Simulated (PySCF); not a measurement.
**A gas-phase reaction: GeH4O + H3N → GeH5N + H2O**

What reaction energy should one expect for `[OH][GeH3]` + `N` → `[NH2][GeH3]` + `O`?

Computed with PySCF 2.14.0; each step states its level. No surroundings beyond the atoms listed, unless a continuum is named. Atoms count from 0, parts from 1.

## 1. The system as given

Each species was relaxed by itself at PBE0-D3(BJ)/def2-SVPD.

## 2. Energies of the species: wB97M-D3(BJ)/def2-TZVPD

What the job is given:

```
{"job": {"kind": "react", "xc": "wB97M-D3(BJ)", "basis": "def2-TZVPD"}, "charge": 0, "multiplicity": 1}
-1 GeH4O charge 0 multiplicity 1
Ge    -0.139980    -0.282060    -0.256610
O      0.881110     0.720430     0.825900
H     -1.050730    -1.193200     0.587700
H     -0.993470     0.632340    -1.155300
H      0.871780    -1.091820    -1.071190
H      0.383350     1.291060     1.417460

-1 H3N charge 0 multiplicity 1
N      0.000050     0.003600     0.284420
H      0.927070    -0.197680    -0.078860
H     -0.627970    -0.700260    -0.092460
H     -0.285530     0.897720    -0.104000

+1 GeH5N charge 0 multiplicity 1
Ge     0.068840    -0.369100    -0.670250
N     -0.299330     0.299910     1.008960
H     -1.283310    -0.595520    -1.363080
H      0.934280     0.564210    -1.550010
H      0.815970    -1.695350    -0.464380
H      0.507650     0.431330     1.609250
H     -0.857040     1.147020     1.024780

+1 H2O charge 0 multiplicity 1
O      0.000580     0.389350    -0.006470
H     -0.763180    -0.193540     0.002430
H      0.762620    -0.195770     0.004020
```

Level: wB97M-D3(BJ)/def2-TZVPD reaction energy of separated species, gas phase.

On the command line:

```console
$ OMP_NUM_THREADS=1 python cluster_run.py task.json out
```

This one command runs all jobs of the session in turn.

Standard output:

```text
species 1 (GeH4O)
coarse grid: 22488 points
cycle   1  E = -2154.5901780208  dE = -6.614e-01  |g| = 8.996e-01  |ddm| = 1.847e+00
cycle   2  E = -2154.5369984101  dE =  5.318e-02  |g| = 1.105e+00  |ddm| = 1.025e+00
cycle   3  E = -2154.7043261292  dE = -1.673e-01  |g| = 6.727e-02  |ddm| = 5.247e-01
cycle   4  E = -2154.7048981228  dE = -5.720e-04  |g| = 3.558e-02  |ddm| = 5.479e-02
cycle   5  E = -2154.7050495758  dE = -1.515e-04  |g| = 3.595e-03  |ddm| = 2.037e-02
cycle   6  E = -2154.7050537721  dE = -4.196e-06  |g| = 5.667e-04  |ddm| = 5.939e-03
final grid: 45736 points
cycle   7  E = -2154.7049791875  dE = -1.819e-07  |g| = 3.454e-04  |ddm| = 2.312e-03
cycle   8  E = -2154.7049791961  dE = -8.602e-09  |g| = 3.697e-04  |ddm| = 5.483e-04
cycle   9  E = -2154.7049792178  dE = -2.168e-08  |g| = 4.081e-05  |ddm| = 1.676e-04
cycle  10  E = -2154.7049792185  dE = -7.431e-10  |g| = 2.164e-05  |ddm| = 8.444e-05
converged SCF energy = -2154.7049792185

species 2 (H3N)
coarse grid: 12536 points
cycle   1  E = -56.5694046285  dE = -1.294e-01  |g| = 3.023e-01  |ddm| = 1.089e+00
cycle   2  E = -56.5779584778  dE = -8.554e-03  |g| = 2.716e-01  |ddm| = 2.675e-01
cycle   3  E = -56.5918798941  dE = -1.392e-02  |g| = 2.124e-02  |ddm| = 1.115e-01
cycle   4  E = -56.5919854841  dE = -1.056e-04  |g| = 5.194e-03  |ddm| = 1.727e-02
cycle   5  E = -56.5919966202  dE = -1.114e-05  |g| = 7.323e-04  |ddm| = 8.711e-03
cycle   6  E = -56.5919970353  dE = -4.151e-07  |g| = 1.111e-04  |ddm| = 3.174e-03
final grid: 27112 points
cycle   7  E = -56.5919843865  dE = -1.731e-08  |g| = 6.531e-05  |ddm| = 8.746e-04
cycle   8  E = -56.5919843887  dE = -2.187e-09  |g| = 5.271e-05  |ddm| = 2.785e-04
cycle   9  E = -56.5919843894  dE = -6.766e-10  |g| = 1.261e-05  |ddm| = 5.586e-05
converged SCF energy = -56.5919843894

species 3 (GeH5N)
coarse grid: 24896 points
cycle   1  E = -2134.7616162567  dE = -7.140e-01  |g| = 6.554e-01  |ddm| = 2.075e+00
cycle   2  E = -2134.7645181204  dE = -2.902e-03  |g| = 6.859e-01  |ddm| = 7.456e-01
cycle   3  E = -2134.8113209478  dE = -4.680e-02  |g| = 2.478e-02  |ddm| = 3.492e-01
cycle   4  E = -2134.8114899198  dE = -1.690e-04  |g| = 1.495e-02  |ddm| = 3.509e-02
cycle   5  E = -2134.8115321264  dE = -4.221e-05  |g| = 4.833e-03  |ddm| = 1.218e-02
cycle   6  E = -2134.8115378082  dE = -5.682e-06  |g| = 6.030e-04  |ddm| = 6.701e-03
final grid: 50896 points
cycle   7  E = -2134.8114620003  dE = -2.135e-07  |g| = 3.378e-04  |ddm| = 2.994e-03
cycle   8  E = -2134.8114620236  dE = -2.323e-08  |g| = 3.380e-04  |ddm| = 1.131e-03
cycle   9  E = -2134.8114620464  dE = -2.280e-08  |g| = 4.388e-05  |ddm| = 1.879e-04
cycle  10  E = -2134.8114620483  dE = -1.890e-09  |g| = 1.907e-05  |ddm| = 3.022e-04
cycle  11  E = -2134.8114620484  dE = -1.564e-10  |g| = 6.876e-06  |ddm| = 8.244e-05
converged SCF energy = -2134.8114620484

species 4 (H2O)
coarse grid: 10128 points
cycle   1  E = -76.4117498372  dE = -7.454e-02  |g| = 5.872e-01  |ddm| = 8.994e-01
cycle   2  E = -76.4087421743  dE =  3.008e-03  |g| = 6.461e-01  |ddm| = 5.038e-01
cycle   3  E = -76.4759335263  dE = -6.719e-02  |g| = 2.731e-02  |ddm| = 2.374e-01
cycle   4  E = -76.4760587300  dE = -1.252e-04  |g| = 5.497e-03  |ddm| = 1.609e-02
cycle   5  E = -76.4760674069  dE = -8.677e-06  |g| = 8.214e-04  |ddm| = 5.831e-03
final grid: 21952 points
cycle   6  E = -76.4760630243  dE = -1.975e-07  |g| = 5.843e-04  |ddm| = 1.373e-03
cycle   7  E = -76.4760630311  dE = -6.841e-09  |g| = 6.465e-04  |ddm| = 6.469e-04
cycle   8  E = -76.4760630948  dE = -6.362e-08  |g| = 3.199e-05  |ddm| = 2.235e-04
cycle   9  E = -76.4760630956  dE = -8.226e-10  |g| = 4.134e-06  |ddm| = 1.105e-04
converged SCF energy = -76.4760630956

Reaction energy = 5.642 kcal/mol
```

It took 18 s on 1 thread of Arm Neoverse N1, shared host; peak memory 0.54 GiB.

Species by species (with the dispersion term, which the log's SCF energies lack):

| ν | species | energy (Eh) | HOMO (eV) |
| --- | --- | --- | --- |
| -1 | [OH][GeH3] | -2154.70857 | -10.90 |
| -1 | N | -56.59358 | -10.26 |
| +1 | [NH2][GeH3] | -2134.81634 | -9.71 |
| +1 | O | -76.47682 | -11.72 |

## 3. Reaction energy: PBE0-D3(BJ)/def2-TZVPD

Settings changed since step 2:

```diff
@@ -1,2 +1,2 @@
-{"job": {"kind": "react", "xc": "wB97M-D3(BJ)", "basis": "def2-TZVPD"}, "charge": 0, "multiplicity": 1}
+{"job": {"kind": "react", "xc": "PBE0", "basis": "def2-TZVPD", "disp": "d3bj"}, "charge": 0, "multiplicity": 1}
 -1 GeH4O charge 0 multiplicity 1
```

With the program's defaults for keys left out, this is: PBE0-D3(BJ)/def2-TZVPD reaction energy of separated species, gas phase.

Standard output:

```text
species 1 (GeH4O)
coarse grid: 22488 points
cycle   1  E = -2154.1995012322  dE = -5.689e-01  |g| = 9.745e-01  |ddm| = 1.831e+00
cycle   2  E = -2153.8646863879  dE =  3.348e-01  |g| = 1.657e+00  |ddm| = 1.304e+00
cycle   3  E = -2154.3210196951  dE = -4.563e-01  |g| = 2.080e-01  |ddm| = 8.753e-01
cycle   4  E = -2154.3275556190  dE = -6.536e-03  |g| = 4.912e-02  |ddm| = 1.349e-01
cycle   5  E = -2154.3277633714  dE = -2.078e-04  |g| = 6.956e-03  |ddm| = 2.820e-02
cycle   6  E = -2154.3277741916  dE = -1.082e-05  |g| = 1.358e-03  |ddm| = 5.736e-03
cycle   7  E = -2154.3277745761  dE = -3.845e-07  |g| = 1.786e-04  |ddm| = 1.086e-03
final grid: 45736 points
cycle   8  E = -2154.3277798351  dE = -2.736e-08  |g| = 2.256e-04  |ddm| = 1.319e-03
cycle   9  E = -2154.3277798254  dE =  9.687e-09  |g| = 3.427e-04  |ddm| = 3.366e-04
cycle  10  E = -2154.3277798445  dE = -1.905e-08  |g| = 4.198e-05  |ddm| = 1.776e-04
cycle  11  E = -2154.3277798448  dE = -3.015e-10  |g| = 1.046e-05  |ddm| = 2.922e-05
converged SCF energy = -2154.3277798448

species 2 (H3N)
coarse grid: 2928 points
cycle   1  E = -56.4895029299  dE = -9.633e-02  |g| = 3.707e-01  |ddm| = 1.101e+00
cycle   2  E = -56.4630828121  dE =  2.642e-02  |g| = 5.179e-01  |ddm| = 4.423e-01
cycle   3  E = -56.5201812193  dE = -5.710e-02  |g| = 1.575e-02  |ddm| = 2.484e-01
cycle   4  E = -56.5202296920  dE = -4.847e-05  |g| = 3.353e-03  |ddm| = 8.635e-03
cycle   5  E = -56.5202318628  dE = -2.171e-06  |g| = 3.221e-04  |ddm| = 2.234e-03
final grid: 27112 points
cycle   6  E = -56.5150254338  dE = -1.151e-05  |g| = 5.637e-03  |ddm| = 1.618e-02
cycle   7  E = -56.5150199367  dE =  5.497e-06  |g| = 7.714e-03  |ddm| = 5.836e-03
cycle   8  E = -56.5150317878  dE = -1.185e-05  |g| = 1.434e-04  |ddm| = 3.487e-03
cycle   9  E = -56.5150317923  dE = -4.537e-09  |g| = 3.185e-05  |ddm| = 9.525e-05
cycle  10  E = -56.5150317926  dE = -2.937e-10  |g| = 3.534e-06  |ddm| = 2.898e-05
converged SCF energy = -56.5150317926

species 3 (GeH5N)
coarse grid: 24896 points
cycle   1  E = -2134.3949338890  dE = -6.613e-01  |g| = 7.265e-01  |ddm| = 2.073e+00
cycle   2  E = -2134.3282539254  dE =  6.668e-02  |g| = 9.603e-01  |ddm| = 9.032e-01
cycle   3  E = -2134.4510478606  dE = -1.228e-01  |g| = 1.044e-01  |ddm| = 5.427e-01
cycle   4  E = -2134.4531876150  dE = -2.140e-03  |g| = 2.145e-02  |ddm| = 7.138e-02
cycle   5  E = -2134.4532570106  dE = -6.940e-05  |g| = 3.613e-03  |ddm| = 1.304e-02
cycle   6  E = -2134.4532602542  dE = -3.244e-06  |g| = 4.872e-04  |ddm| = 3.663e-03
final grid: 50896 points
cycle   7  E = -2134.4532573669  dE = -2.160e-08  |g| = 5.153e-04  |ddm| = 1.812e-03
cycle   8  E = -2134.4532573436  dE =  2.328e-08  |g| = 6.885e-04  |ddm| = 7.692e-04
cycle   9  E = -2134.4532574136  dE = -7.005e-08  |g| = 6.526e-05  |ddm| = 3.910e-04
cycle  10  E = -2134.4532574146  dE = -9.113e-10  |g| = 2.252e-05  |ddm| = 5.541e-05
converged SCF energy = -2134.4532574146

species 4 (H2O)
coarse grid: 2328 points
cycle   1  E = -76.3044315576  dE = -5.305e-03  |g| = 6.571e-01  |ddm| = 9.011e-01
cycle   2  E = -76.1882101814  dE =  1.162e-01  |g| = 1.036e+00  |ddm| = 7.256e-01
cycle   3  E = -76.3820314294  dE = -1.938e-01  |g| = 3.132e-02  |ddm| = 4.396e-01
cycle   4  E = -76.3822137334  dE = -1.823e-04  |g| = 5.864e-03  |ddm| = 1.606e-02
cycle   5  E = -76.3822188724  dE = -5.139e-06  |g| = 7.850e-04  |ddm| = 2.507e-03
final grid: 21952 points
cycle   6  E = -76.3808944261  dE = -1.510e-05  |g| = 3.448e-03  |ddm| = 9.317e-03
cycle   7  E = -76.3808924605  dE =  1.966e-06  |g| = 4.752e-03  |ddm| = 3.321e-03
cycle   8  E = -76.3808961765  dE = -3.716e-06  |g| = 2.518e-04  |ddm| = 1.965e-03
cycle   9  E = -76.3808961871  dE = -1.062e-08  |g| = 2.399e-05  |ddm| = 1.101e-04
cycle  10  E = -76.3808961872  dE = -1.118e-10  |g| = 3.292e-06  |ddm| = 1.516e-05
converged SCF energy = -76.3808961872

Reaction energy = 5.166 kcal/mol
```

It took 10 s on 1 thread of Arm Neoverse N1, shared host; peak memory 0.53 GiB.

Reaction energy at this level: 5.17 kcal/mol.

## 4. Reaction energy: MP2/def2-TZVPD

Settings changed since step 3:

```diff
@@ -1,2 +1,2 @@
-{"job": {"kind": "react", "xc": "PBE0", "basis": "def2-TZVPD", "disp": "d3bj"}, "charge": 0, "multiplicity": 1}
+{"job": {"kind": "react", "xc": "MP2", "basis": "def2-TZVPD"}, "charge": 0, "multiplicity": 1}
 -1 GeH4O charge 0 multiplicity 1
```

With the program's defaults for keys left out, this is: MP2/def2-TZVPD reaction energy of separated species, gas phase.

Standard output:

```text
species 1 (GeH4O)
final grid: 45736 points
cycle   1  E = -2152.5333666500  dE = -7.948e-01  |g| = 6.170e-01  |ddm| = 1.824e+00
cycle   2  E = -2152.5765528149  dE = -4.319e-02  |g| = 4.549e-01  |ddm| = 5.614e-01
cycle   3  E = -2152.6048305999  dE = -2.828e-02  |g| = 3.626e-02  |ddm| = 2.290e-01
cycle   4  E = -2152.6053460285  dE = -5.154e-04  |g| = 8.665e-03  |ddm| = 4.863e-02
cycle   5  E = -2152.6053690986  dE = -2.307e-05  |g| = 3.511e-03  |ddm| = 1.171e-02
cycle   6  E = -2152.6053711025  dE = -2.004e-06  |g| = 6.875e-04  |ddm| = 3.388e-03
cycle   7  E = -2152.6053712941  dE = -1.916e-07  |g| = 1.562e-04  |ddm| = 1.479e-03
cycle   8  E = -2152.6053713110  dE = -1.691e-08  |g| = 3.689e-05  |ddm| = 3.108e-04
cycle   9  E = -2152.6053713119  dE = -8.699e-10  |g| = 6.815e-06  |ddm| = 6.969e-05
converged SCF energy = -2152.6053713119

species 2 (H3N)
final grid: 27112 points
cycle   1  E = -56.2058948825  dE = -1.621e-01  |g| = 2.298e-01  |ddm| = 1.073e+00
cycle   2  E = -56.2178843401  dE = -1.199e-02  |g| = 7.796e-02  |ddm| = 1.404e-01
cycle   3  E = -56.2190895739  dE = -1.205e-03  |g| = 2.444e-02  |ddm| = 4.020e-02
cycle   4  E = -56.2192488935  dE = -1.593e-04  |g| = 5.225e-03  |ddm| = 1.749e-02
cycle   5  E = -56.2192630212  dE = -1.413e-05  |g| = 1.112e-03  |ddm| = 7.204e-03
cycle   6  E = -56.2192642403  dE = -1.219e-06  |g| = 2.934e-04  |ddm| = 3.286e-03
cycle   7  E = -56.2192643349  dE = -9.466e-08  |g| = 4.961e-05  |ddm| = 9.840e-04
cycle   8  E = -56.2192643370  dE = -2.081e-09  |g| = 4.564e-06  |ddm| = 1.082e-04
cycle   9  E = -56.2192643370  dE = -1.388e-11  |g| = 5.842e-07  |ddm| = 2.273e-05
converged SCF energy = -56.2192643370

species 3 (GeH5N)
final grid: 50896 points
cycle   1  E = -2132.7182750436  dE = -7.918e-01  |g| = 4.047e-01  |ddm| = 2.059e+00
cycle   2  E = -2132.7456381028  dE = -2.736e-02  |g| = 2.555e-01  |ddm| = 3.759e-01
cycle   3  E = -2132.7518040683  dE = -6.166e-03  |g| = 3.580e-02  |ddm| = 1.591e-01
cycle   4  E = -2132.7522825626  dE = -4.785e-04  |g| = 5.870e-03  |ddm| = 4.950e-02
cycle   5  E = -2132.7523014789  dE = -1.892e-05  |g| = 1.268e-03  |ddm| = 1.310e-02
cycle   6  E = -2132.7523026538  dE = -1.175e-06  |g| = 4.657e-04  |ddm| = 3.940e-03
cycle   7  E = -2132.7523027947  dE = -1.409e-07  |g| = 2.132e-04  |ddm| = 1.171e-03
cycle   8  E = -2132.7523028261  dE = -3.145e-08  |g| = 5.763e-05  |ddm| = 5.182e-04
cycle   9  E = -2132.7523028290  dE = -2.907e-09  |g| = 1.167e-05  |ddm| = 1.768e-04
cycle  10  E = -2132.7523028291  dE = -1.319e-10  |g| = 2.622e-06  |ddm| = 3.544e-05
converged SCF energy = -2132.7523028291

species 4 (H2O)
final grid: 21952 points
cycle   1  E = -76.0248942327  dE = -1.467e-01  |g| = 4.364e-01  |ddm| = 8.776e-01
cycle   2  E = -76.0503803130  dE = -2.549e-02  |g| = 2.594e-01  |ddm| = 2.972e-01
cycle   3  E = -76.0608894552  dE = -1.051e-02  |g| = 2.594e-02  |ddm| = 1.025e-01
cycle   4  E = -76.0610468157  dE = -1.574e-04  |g| = 5.694e-03  |ddm| = 1.523e-02
cycle   5  E = -76.0610611837  dE = -1.437e-05  |g| = 1.176e-03  |ddm| = 5.302e-03
cycle   6  E = -76.0610620735  dE = -8.898e-07  |g| = 2.235e-04  |ddm| = 1.658e-03
cycle   7  E = -76.0610621102  dE = -3.670e-08  |g| = 3.304e-05  |ddm| = 3.733e-04
cycle   8  E = -76.0610621108  dE = -6.654e-10  |g| = 4.159e-06  |ddm| = 3.886e-05
converged SCF energy = -76.0610621108

Reaction energy = 5.539 kcal/mol
```

Wall time 4.1 s (1 thread of Arm Neoverse N1, shared host); peak memory 0.34 GiB.

Reaction energy at this level: 5.54 kcal/mol.

## 5. Side by side

Energies in kcal/mol, with wall time:

| run | reaction | time |
| --- | --- | --- |
| wB97M-D3(BJ)/def2-TZVPD | 5.64 | 18 s |
| PBE0-D3(BJ)/def2-TZVPD | 5.17 | 10 s |
| MP2/def2-TZVPD | 5.54 | 4.1 s |

## 6. What came out

```
                                                quantity                  value
               reaction energy (wB97M-D3(BJ)/def2-TZVPD)          5.64 kcal/mol
                     ΔH, ΔG at 298 K (xTB thermal terms)    +5.0, +4.9 kcal/mol
range of the reaction energy over the runs of this table  5.17 to 5.64 kcal/mol
```

In words: The reaction is endothermic by 5.0 kcal/mol in the gas phase; dispersion gives -0.28, and xTB itself gave 9.40 for the electronic energy (xTB energies and thermal terms come from the earlier relaxation of each species, not shown). No barrier was sought. The reaction energy runs from 5.17 (PBE0-D3(BJ)/def2-TZVPD) to 5.64 kcal/mol (wB97M-D3(BJ)/def2-TZVPD).
